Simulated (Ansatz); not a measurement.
# Mg3SeS2: the cost of one run

Computed with Ansatz 0.2.0 (DFT PBE, scalar-relativistic, plane waves, PAW, unless a step's input says otherwise).

1 further run of the same task is left out (set aside as unsound or not needed). Runs told in other sessions of the task aren't counted.

## (1) Starting point

Symmetry: P-3m1, No. 164, trigonal system. The conventional cell has a = 3.764 Å, b = 3.764 Å, c = 9.224 Å, α = 90.00°, β = 90.00°, γ = 120.00°. Mg (site symmetry -3m) has 6 S at 2.64 Å in its first shell of neighbours. Around Mg (site symmetry 3m) lie 3 S at 2.64 Å and 3 Se at 2.71 Å. Se (site symmetry -3m) has 6 Mg at 2.71 Å in its first shell of neighbours. Around S (site symmetry 3m) lie 6 Mg at 2.64 Å.

As a file:

```
CELL_PARAMETERS angstrom
3.76367 0.00000 0.00000
-1.88183 3.25943 0.00000
0.00000 0.00000 9.22364
ATOMIC_POSITIONS crystal
Mg 0.00000 0.00000 0.50000
Mg 0.66667 0.33333 0.17567
Mg 0.33333 0.66667 0.82433
Se 0.00000 0.00000 0.00000
S 0.33333 0.66667 0.33776
S 0.66667 0.33333 0.66224
```

The cell was relaxed beforehand at this level, from a database cell with other species swapped in; it needn't be the stable form of this composition. At a tolerance of 0.02 Å it has space group P-3m1 (No. 164); it has 18.86 Å³/atom, an uncorrected energy of -1.37 eV/atom over the elements.

## (2) Electronic structure at the relaxed geometry

File input.yaml:

```yaml
crystal:
  lattice:
    - [3.7636684857, 0.0, 0.0]
    - [-1.8818342428, 3.2594325201, 0.0]
    - [0.0, 0.0, 9.2236363351]
  atoms:
    - { symbol: Mg, position: [0.0, 0.0, 0.5] }
    - { symbol: Mg, position: [0.6666666667, 0.3333333333, 0.1756713351] }
    - { symbol: Mg, position: [0.3333333333, 0.6666666667, 0.8243286649] }
    - { symbol: Se, position: [0.0, 0.0, 0.0] }
    - { symbol: S, position: [0.3333333333, 0.6666666667, 0.337755512] }
    - { symbol: S, position: [0.6666666667, 0.3333333333, 0.662244488] }
basis:
  ecutwfc: 420
kpoints:
  mp_grid: { grid: [12, 12, 4] }
  band_path:
    path:
      - [[0.0, 0.0, 0.0], [0.5, 0.0, 0.0], [0.33333333, 0.33333333, 0.0], [0.0, 0.0, 0.0], [0.0, 0.0, 0.5], [0.5, 0.0, 0.5], [0.33333333, 0.33333333, 0.5], [0.0, 0.0, 0.5]]
      - [[0.5, 0.0, 0.5], [0.5, 0.0, 0.0]]
      - [[0.33333333, 0.33333333, 0.5], [0.33333333, 0.33333333, 0.0]]
    npoints: 14
hamiltonian:
  xc: pbe
scf:
  occupations: { method: gaussian, width: 0.02 }
  n_extra_bands: 15
output:
  forces: true
  stress: true
  eigenvalues: true
  populations: true
  dos: { projected: true, de: 0.02, nscf_kmesh: { grid: [18, 18, 6] } }
  bader: true
```

On the command line:

```console
$ ansatz run input.yaml --threads 1 --pin off --max-ram 2560MiB --backend cpu --events-out ev --progress --plain --runs-dir out
```

Q: Estimate wall time and peak memory on 1 thread of Intel Xeon at 2.50GHz (Skylake/Cascade Lake), shared host.

About 3.1 min, with a peak of 0.8 GiB.
